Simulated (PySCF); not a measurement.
# CeH4: other functionals and bases at one geometry

One table from this session's results is given with a row withheld; the runs are named, their logs left out.

Computed with PySCF 2.14.0. Level: several levels, as the steps say, no spin–orbit coupling.

1 further run of the same task is left out (for a known fault of the program).

### The starting structure

5 atoms, charge 0, spin multiplicity 1.

Bond lengths: Ce1–H2 1.972 Å, Ce1–H3 1.972 Å, Ce1–H4 1.972 Å, Ce1–H5 1.972 Å. Angles: H2–Ce1–H3 109.5°, H2–Ce1–H4 109.5°, H2–Ce1–H5 109.5°, H3–Ce1–H4 109.5°, H3–Ce1–H5 109.5°, H4–Ce1–H5 109.5°.

As a file:

```xyz
5

Ce    0.00000    0.00000    0.00000
H     1.13868    1.13868    1.13868
H    -1.13868   -1.13868    1.13868
H     1.13868   -1.13868   -1.13868
H    -1.13868    1.13868   -1.13868
```

Formal oxidation states: Ce +4. An earlier session relaxed this geometry at PBE0, Ce def2-SVP with ECP28, H def2-SVP (singlet, point group Td).

At PBE0 on the finer grid: E = -477.237510 Eh, HOMO -7.76 eV, LUMO -3.71 eV, Mulliken charge on Ce1 +1.00 e, largest force component 0.005 eV/Å. 

Levels to run: M06-L; wB97X; PBE0, TZVP. Hardware: 2 threads of Intel Xeon Platinum 8488C (Sapphire Rapids), shared host.

The first run:

run.py (the lines that set the calculation)

```python
mol = gto.M(atom='''
Ce     0.00000     0.00000     0.00000
H      1.13868     1.13868     1.13868
H     -1.13868    -1.13868     1.13868
H      1.13868    -1.13868    -1.13868
H     -1.13868     1.13868    -1.13868''',
    basis={'Ce': 'def2-SVP', 'H': 'def2-SVP'},
    ecp={'Ce': 'def2-SVP'},
    charge=0, spin=0)
mf = dft.RKS(mol, xc='M06L')
mf.grids.atom_grid = (75, 302)  # f atoms: unpruned, at least (60, 302)
mf = mf.density_fit()  # fitting sets: Ce def2-universal-JKFIT, H def2-universal-JKFIT
mf.conv_tol = 1e-08; mf.max_cycle = 55
mf.kernel(dm0)  # dm0: the density of the relaxed state
```

Started as:

```sh
OMP_NUM_THREADS=2 python run.py
```

Among the steps run: M06-L; wB97X; PBE0, TZVP.

One table of the session follows, with a row left open; its other results are not shown here.

| level | HOMO (eV) | gap (eV) | charge on Ce1 (e) | largest force component (eV/Å) |
| --- | --- | --- | --- | --- |
| PBE0 (relaxed here) | -7.76 | 4.05 | 1.00 | 0.00 |
| M06-L | -6.71 | 1.81 | 1.27 | 0.17 |
| wB97X | ? | ? | ? | ? |
| PBE0, TZVP | -7.78 | 4.07 | 0.80 | 0.00 |

Estimate the missing values for wB97X.

The run gave: HOMO (eV): -10.22; gap (eV): 8.74; charge on Ce1 (e): 1.08; largest force component (eV/Å): 0.01. In the column «HOMO (eV)» it is the lowest.

In one basis the HOMO–LUMO gap runs from 1.81 eV (M06-L) to 8.74 eV (wB97X). The largest leftover force, 0.17 eV/Å with M06-L, stands at a geometry relaxed at another level. Total energies of different levels can't be compared.
